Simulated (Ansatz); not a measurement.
# C₆H₄Sn: one species, many methods

The task here is to estimate one member of a computed series from the others.

Program: Ansatz 0.2.0, Gaussian basis. Level of theory: functionals in def2-TZVPP, the program's frozen cores in correlated methods. These are calculated values, not measurements.

Plan: LDA (SPW92), PBE-D4, revPBE-D4, BLYP-D4, r2SCAN-D4, B97M-V, PBE0-D4, B3LYP-D4, r2SCANh-D4, r2SCAN0-D4, HSE06-D4, BHLYP-D4, CAM-B3LYP-D4, LC-ωPBE, ωB97X-V, ωB97M-V, B2PLYP, PBE-QIDH; CCSD(T)/def2-SVP; CCSD(T)/def2-TZVPP; MP2/def2-QZVPP; extrapolation to the limit; RPA on PBE.

## The geometry

All runs share one geometry, relaxed beforehand with PBE0-D4 in a triple-zeta def2 set. Sn takes the def2 core potential; no spin-orbit term is included.

11 atoms, charge 0, spin multiplicity 1.

Atoms are counted from 1 here; the program's logs count them from 0.

Bond lengths: C1–C2 1.205 Å, C1–H8 1.066 Å, C2–Sn3 2.071 Å, Sn3–C4 2.071 Å, Sn3–C6 2.071 Å, Sn3–H9 1.694 Å, C4–C5 1.205 Å, C5–H10 1.066 Å, C6–C7 1.205 Å, C7–H11 1.066 Å. Angles: C2–C1–H8 179.6°, C1–C2–Sn3 178.8°, C2–Sn3–C4 108.4°, C2–Sn3–C6 108.4°, C2–Sn3–H9 110.5°, C4–Sn3–C6 108.4°, C4–Sn3–H9 110.5°, C6–Sn3–H9 110.5°, Sn3–C4–C5 178.9°, C4–C5–H10 179.6°, Sn3–C6–C7 178.9°, C6–C7–H11 179.6°.

Set-up of the first run:

in.yaml reads:

```yaml
crystal:
  periodic: [false, false, false]
  atoms:
    - {symbol: C, position_ang: [0.228851, -2.827552, 1.263271]}
    - {symbol: C, position_ang: [0.110056, -1.652624, 1.022043]}
    - {symbol: Sn, position_ang: [-0.097238, 0.374233, 0.648769]}
    - {symbol: C, position_ang: [1.608849, 1.038203, -0.320213]}
    - {symbol: C, position_ang: [2.604841, 1.440257, -0.867122]}
    - {symbol: C, position_ang: [-1.714294, 0.644067, -0.617253]}
    - {symbol: C, position_ang: [-2.664865, 0.815823, -1.338136]}
    - {symbol: H, position_ang: [0.334297, -3.868279, 1.469753]}
    - {symbol: H, position_ang: [-0.327481, 1.224002, 2.095866]}
    - {symbol: H, position_ang: [3.485178, 1.791192, -1.355707]}
    - {symbol: H, position_ang: [-3.502794, 0.963778, -1.980671]}
basis:
  gaussian: {orbitals: def2-TZVPP}
hamiltonian: {xc: lda}
output: {orbitals: {seedname: orbitals}}
```

Command:

```bash
$ ansatz run in.yaml --threads 4 --pin off --events-out ev --progress --plain --max-ram 11315MiB
```

Steps of the session up to this table: LDA; PBE-D4 (GGA); revPBE-D4 (GGA); BLYP-D4 (GGA); r2SCAN-D4 (meta-GGA); B97M-V (meta-GGA); PBE0-D4 (hybrid); B3LYP-D4 (hybrid); r2SCANh-D4 (hybrid); r2SCAN0-D4 (hybrid); HSE06-D4 (hybrid); BHLYP-D4 (hybrid); CAM-B3LYP-D4 (range-separated); LC-ωPBE (range-separated); ωB97X-V (range-separated); ωB97M-V (range-separated); B2PLYP (double hybrid); PBE-QIDH (double hybrid).

One of the session's tables, all rows but one given; the rest of the session is left out.

It belongs to the step «Frontier levels by functional». 

```
  functional  HOMO (eV)  gap (eV)
 LDA (SPW92)          ?         ?
      PBE-D4      -7.06      5.74
   revPBE-D4      -6.99      5.76
     BLYP-D4      -6.87      5.68
   r2SCAN-D4      -7.29      6.18
      B97M-V      -7.25      6.15
     PBE0-D4      -8.28      7.85
    B3LYP-D4      -8.01      7.36
  r2SCANh-D4      -7.75      6.96
  r2SCAN0-D4      -8.43      8.12
    HSE06-D4      -7.87      7.07
    BHLYP-D4      -9.30      9.85
CAM-B3LYP-D4      -9.63     10.29
     LC-ωPBE     -11.08     12.88
     ωB97X-V     -10.67     12.36
     ωB97M-V     -10.55     12.01
```

Estimate the missing values for LDA (SPW92).

As computed: HOMO (eV): -7.26; gap (eV): 5.70. In the column «HOMO (eV)» it lies between r2SCAN-D4 (-7.29) and B97M-V (-7.25).
